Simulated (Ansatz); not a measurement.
# BH5OSi2: the cost of one run

Method: RHF/def2-SVP, in Ansatz 0.2.0.

### 1 The starting structure

Bond lengths: O1–B2 1.350 Å, B2–Si3 1.918 Å, Si3–Si4 2.201 Å, O1–H5 0.957 Å, B2–H6 1.187 Å, Si3–H7 1.474 Å, Si4–H8 1.466 Å, Si4–H9 1.466 Å. Angles: O1–B2–Si3 117.0°, O1–B2–H6 120.7°, Si3–B2–H6 122.2°, B2–O1–H5 118.1°, B2–Si3–Si4 124.0°, B2–Si3–H7 119.3°, Si4–Si3–H7 109.6°, Si3–Si4–H8 129.0°, Si3–Si4–H9 124.8°, H8–Si4–H9 103.1°.

Coordinates:

```xyz
9

O    -0.2187    1.8640   -1.7812
B    -0.5053    1.1993   -0.6416
Si    0.6982   -0.2021   -0.1244
Si    0.2297   -1.7321    1.3869
H    -0.7848    2.5931   -2.0325
H    -1.4331    1.5165    0.0279
H     1.6233   -0.7633   -1.1251
H     0.9311   -2.9852    1.6794
H    -0.5405   -1.4902    2.6106
```

### 2 Relaxing the start

Input file input.yaml:

```yaml
crystal:
  periodic: [false, false, false]
  atoms:
    - { symbol: O, position_ang: [-0.21869, 1.86397, -1.78123] }
    - { symbol: B, position_ang: [-0.5053, 1.1993, -0.64163] }
    - { symbol: Si, position_ang: [0.69823, -0.20208, -0.1244] }
    - { symbol: Si, position_ang: [0.2297, -1.73211, 1.38694] }
    - { symbol: H, position_ang: [-0.78477, 2.5931, -2.03252] }
    - { symbol: H, position_ang: [-1.43309, 1.5165, 0.0279] }
    - { symbol: H, position_ang: [1.62333, -0.76326, -1.12509] }
    - { symbol: H, position_ang: [0.9311, -2.98521, 1.67941] }
    - { symbol: H, position_ang: [-0.54051, -1.49021, 2.61062] }
basis:
  gaussian: { orbitals: def2-SVP }
hamiltonian:
  xc: hf
relax:
  f_tol: 0.02
  max_steps: 40
scf:
  lower_state_search: "off"
```

Run with:

```console
$ ansatz run input.yaml --threads 1 --pin off --max-ram 2048MiB --backend cpu --events-out ev --progress --plain --runs-dir out
```

**Question.** How long does this run take on 1 thread of Arm Neoverse V1, shared host, and how much memory does it need?

About 16 s, with a peak of 0.15 GiB.
